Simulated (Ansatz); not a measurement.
# CH4GeO: a ladder of functionals and wavefunction methods

An exercise on one series of results from a longer session: the logs are not shown, and one member is left open.

Method: functionals in def2-TZVPP, the program's frozen cores in correlated methods; program: Ansatz 0.2.0, Gaussian basis.

The runs, in order: LDA (SPW92), PBE-D4, revPBE-D4, BLYP-D4, r2SCAN-D4, B97M-V, PBE0-D4, B3LYP-D4, r2SCANh-D4, r2SCAN0-D4, HSE06-D4, BHLYP-D4, CAM-B3LYP-D4, LC-ωPBE, ωB97X-V, ωB97M-V, B2PLYP, PBE-QIDH; CCSD(T)/def2-SVP; CCSD(T)/def2-TZVPP; MP2/def2-QZVPP; extrapolation to the limit; RPA on PBE.

## The geometry

The geometry comes from an earlier relaxation with PBE0-D4 in a triple-zeta def2 set; it is a stationary point, not always the lowest conformer.

SMILES `C[O][GeH]`, 7 atoms, charge 0, spin multiplicity 1.

Atoms are counted from 1 here; the program's logs count them from 0.

Bond lengths: C1–O2 1.406 Å, C1–H4 1.094 Å, C1–H5 1.096 Å, C1–H6 1.094 Å, O2–Ge3 1.774 Å, Ge3–H7 1.619 Å. Angles: O2–C1–H4 109.5°, O2–C1–H5 111.7°, O2–C1–H6 109.4°, H4–C1–H5 109.0°, H4–C1–H6 108.1°, H5–C1–H6 109.0°, C1–O2–Ge3 127.8°, O2–Ge3–H7 95.3°.

The first run:

Input file in.yaml:

```yaml
crystal:
  periodic: [false, false, false]
  atoms:
    - {symbol: C, position_ang: [-0.420677, 0.662677, -0.094773]}
    - {symbol: O, position_ang: [-0.623533, -0.712380, -0.309833]}
    - {symbol: Ge, position_ang: [0.521917, -2.037033, -0.026548]}
    - {symbol: H, position_ang: [-0.553381, 1.202436, -1.037411]}
    - {symbol: H, position_ang: [0.582390, 0.869001, 0.296259]}
    - {symbol: H, position_ang: [-1.163942, 1.033535, 0.617631]}
    - {symbol: H, position_ang: [1.718526, -1.086336, 0.508975]}
basis:
  gaussian: {orbitals: def2-TZVPP}
hamiltonian: {xc: lda}
output: {orbitals: {seedname: orbitals}}
```

Among the steps run: LDA; PBE-D4 (GGA); revPBE-D4 (GGA); BLYP-D4 (GGA); r2SCAN-D4 (meta-GGA); B97M-V (meta-GGA); PBE0-D4 (hybrid); B3LYP-D4 (hybrid); r2SCANh-D4 (hybrid); r2SCAN0-D4 (hybrid); HSE06-D4 (hybrid); BHLYP-D4 (hybrid); CAM-B3LYP-D4 (range-separated); LC-ωPBE-D4 (range-separated; the results give it without D4); ωB97X-V (range-separated); ωB97M-V (range-separated); B2PLYP (double hybrid); PBE-QIDH (double hybrid).

One of the session's tables, all rows but one given; the rest of the session is left out.

It belongs to the step «Orbital energies across the functionals». 

| functional | HOMO (eV) | LUMO (eV) | gap (eV) |
| --- | --- | --- | --- |
| LDA (SPW92) | -5.87 | -3.19 | 2.67 |
| PBE-D4 | -5.76 | -2.96 | 2.80 |
| revPBE-D4 | -5.72 | -2.87 | 2.85 |
| BLYP-D4 | -5.66 | -2.87 | 2.79 |
| r2SCAN-D4 | -6.04 | -2.89 | 3.15 |
| B97M-V | -6.06 | -2.86 | 3.20 |
| PBE0-D4 | -6.86 | -2.17 | 4.69 |
| B3LYP-D4 | -6.70 | -2.40 | 4.29 |
| r2SCANh-D4 | -6.44 | -2.58 | 3.85 |
| r2SCAN0-D4 | -7.04 | -2.13 | 4.90 |
| HSE06-D4 | ? | ? | ? |
| BHLYP-D4 | -7.86 | -1.33 | 6.53 |
| CAM-B3LYP-D4 | -8.17 | -1.13 | 7.04 |
| LC-ωPBE | -9.45 | 0.04 | 9.50 |
| ωB97X-V | -9.13 | -0.07 | 9.06 |
| ωB97M-V | -9.01 | -0.19 | 8.82 |

Estimate the missing values for HSE06-D4.

The run gave: HOMO (eV): -6.46; LUMO (eV): -2.55; gap (eV): 3.91. In the column «HOMO (eV)» it lies between B3LYP-D4 (-6.70) and r2SCANh-D4 (-6.44).
